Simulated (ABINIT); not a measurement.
An input for ABINIT 10.8.3 (patched build) (CsC):

run.abi

```
# Datasets
ndtset 2

# Pseudopotentials
pp_dirpath "./"
pseudos "Cs.upf, C.upf"

# Structure
acell 4.4561598695 4.4561598695 4.4561598695 Angstrom
rprim
     0.0000000000     0.7071067812     0.7071067812
     0.7071067812     0.0000000000     0.7071067812
     0.7071067812     0.7071067812     0.0000000000
ntypat 2
znucl 55 6
natom 2
typat 1 2
chkprim 0
chksymtnons 0
tolsym 1.0e-6
xred
            0.0            0.0            0.0
            1/4            1/4            1/4

# Plane-wave basis
ecut 1006.821291 eV

# k points
ngkpt 4 4 4
nshiftk 4
shiftk
     0.5000000000     0.5000000000     0.5000000000
     0.5000000000     0.0000000000     0.0000000000
     0.0000000000     0.5000000000     0.0000000000
     0.0000000000     0.0000000000     0.5000000000

# Exchange and correlation
ixc 11
vdw_xc 7

# Bands and occupations
nband 26
occopt 3
tsmear 0.05 eV

# Spin
nspinor 2
nspden 1
so_psp 2*1

# SCF cycle
nstep 60

# Output
prteig 0
prtebands 0
prtwf 0
prtden 0
prtpot 0

# Dataset 1: ground state
kptopt1 1
tolvrs1 1.0e-15
prtwf1 1
tolwfr1 1.0e-14
nbdbuf1 4
nline1 6

# Dataset 2: response at q = 0 to atomic displacements
rfphon2 1
rfatpol2 1 2
rfdir2 1 1 1
getwfk2 1
kptopt2 1
nqpt2 1
qpt2 0.0 0.0 0.0
tolvrs2 1.0e-10
```

Potentials or basis: PseudoDojo NC FR PBE v0.4 stringent.

Command:

```console
$ abinit run.abi > log 2>&1
```

Q: How does this run end?

A: The run stopped without a result. It printed:

run.abo:

```text
.Version 10.8.3 of ABINIT
 DATASET    1 : space group F-4 3 m (#216); Bravais cF (face-center cubic)
================================================================================
 Values of the parameters that define the memory need for DATASET  1.
     intxc =       0    ionmov =       0      iscf =       7    lmnmax =      24
     lnmax =      24     mgfft =      48  mpssoang =       7    mqgrid =    3001
     natom =       2  nloc_mem =       1    nspden =       1   nspinor =       2
    nsppol =       1      nsym =      24    n1xccc =    2501    ntypat =       2
    occopt =       3   xclevel =       2
       mpw =        4558          nfft =      110592          nkpt =          10
[... 78 lines left out ...]

 chkinp: Checking input parameters for consistency, jdtset=   2.

--- !ERROR
message: |
    The input variable optdriver=  1 which implies response functions.
    Also qptn is null, and there is no non-collinear magnetism.
    This requires kptopt 3 or 2 (or 0 for expert users) or nsym=1, or non-self-consistent calculation (iscf<0).
    Set kptopt to 2 to let the code reduce the k with the correct small group of symmetries.
...

Checking consistency of input data against itself revealed some problem(s).
So, stopping. The details of the problem(s) are given in the error file or the standard output file (= "log" file).
In parallel, the details might not even be printed there. Then, try running in sequential to see the details.

--- !ERROR
message: |
    Checking consistency of input data against itself gave 1 inconsistency.
    The details of the problem can be FOUND ABOVE (or in output or log file).
    In parallel, the details might not even be printed there. Then, try running in sequential to see the details.
...
```
